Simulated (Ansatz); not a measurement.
CH7BFPSi, SMILES BP[SiH](C)F, energies of removing a hydrogen

Run with Ansatz's Python interface.

The script, `ch7bfpsi.py`:
```python
import ansatz as az
from ase import Atoms


def energy_of(molecule, charge=0, unpaired=0):
    calc = molecule.calculation().basis(gaussian="def2-SVP").correlation("mp2")
    if charge:
        calc = calc.charge(charge)
    if unpaired:
        calc = calc.spin("collinear", total=unpaired)
    report = calc.run().report
    if report["published_state_doubts"]:
        print("  doubts:", report["published_state_doubts"])
    return report["free_energy_ev"]

def without(molecule, index):
    rest = az.Crystal.molecule()
    for i, site in enumerate(molecule.cartesian_sites):
        if i != index:
            rest = rest.atom(site.symbol, site.position_ang)
    return rest

atoms = Atoms(["B", "P", "Si", "C", "F", "H", "H", "H", "H", "H", "H", "H"], positions=[
    (-0.2899, 1.9886, 1.51),
    (0.1609, 0.1688, 1.5469),
    (0.2075, -0.0329, -0.6637),
    (0.4241, -1.8323, -1.0997),
    (1.5967, 0.7674, -1.2628),
    (0.2467, 2.8334, 2.158),
    (-1.259, 2.3796, 0.8856),
    (-1.1636, -0.2903, 1.6536),
    (-0.9723, 0.5558, -1.2028),
    (0.3901, -1.9483, -2.1761),
    (-0.551, -2.3742, -0.6819),
    (1.2868, -2.2707, -0.6332),
])
ch7bfpsi = az.Crystal.molecule_from_ase(atoms)

whole = energy_of(ch7bfpsi, 0)
hydrogen = energy_of(az.Crystal.molecule().atom("H", (0, 0, 0)), 0, 1)
print(f"E(molecule) = {whole:.5f} eV, E(H) = {hydrogen:.5f} eV")
for index in [6, 7, 8]:
    radical = energy_of(without(ch7bfpsi, index), 0, 1)
    print(f"H{index}: homolysis {96.485332 * (radical + hydrogen - whole):.1f} kJ/mol")
```

```console
$ python ch7bfpsi.py
E(molecule) = -21662.26807 eV, E(H) = -13.58606 eV
H6: homolysis 419.3 kJ/mol
H7: homolysis 294.3 kJ/mol
H8: homolysis 375.8 kJ/mol
```

What to keep in mind:
- Total energies depend on the basis set; only differences at equal settings carry meaning.
- The geometry is a force-field or estimated start, not a minimum of this method, and the basis set is short of its limit. All parts are taken at fixed geometry, without zero-point energy.
- Wall time of the script: 12 s on 1 thread of Arm Neoverse V2 (shared host), peak memory 0.35 GiB.
